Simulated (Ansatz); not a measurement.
# LuZn: the cost of one run

Program: Ansatz 0.2.0. Level of theory: reference: DFT r2SCAN, plane waves, PAW, scalar-relativistic, no spin polarisation. These are calculated values, not measurements.

### Step 1. Starting point

Symmetry: Pm-3m, No. 221, cubic system. The conventional cell has a = 3.531 Å, b = 3.531 Å, c = 3.531 Å, α = 90.00°, β = 90.00°, γ = 90.00°. Lu (site symmetry m-3m) has 8 Zn at 3.06 Å as nearest neighbours. Zn (site symmetry m-3m) has 8 Lu at 3.06 Å as nearest neighbours.

As a file:

```
Lu Zn
1.0
     3.53102    0.00000    0.00000
     0.00000    3.53102    0.00000
     0.00000    0.00000    3.53102
Lu Zn
1 1
Direct
  0.00000 0.00000 0.00000
  0.50000 0.50000 0.50000
```

### Step 2. Baseline

Input file input.yaml:

```yaml
crystal:
  lattice:
    - [3.531021, 0.0, 0.0]
    - [0.0, 3.531021, 0.0]
    - [0.0, 0.0, 3.531021]
  atoms:
    - { symbol: Lu, position: [0.0, 0.0, 0.0] }
    - { symbol: Zn, position: [0.5, 0.5, 0.5] }
  symmetry: { tolerance: 0.0003 }
kpoints:
  mp_grid: { grid: [5, 5, 5], shift: [0, 0, 0] }
magnetization:
  spin_polarized: false
scf:
  occupations: { method: fermi_dirac, width: 0.0128 }
hamiltonian:
  pseudopotentials: { kind: paw }
  xc: r2scan
basis:
  ecutwfc: 500
output:
  forces: true
  stress: true
  eigenvalues: true
```

Run with:

```bash
$ ansatz run input.yaml --threads 1 --pin off --max-ram 2560MiB --backend cpu --events-out ev --progress --plain --runs-dir out
```

**Question.** How long does this run take on 1 thread of Arm Neoverse V1, shared host, and how much memory does it need?

About 3.3 s, with a peak of 0.38 GiB.
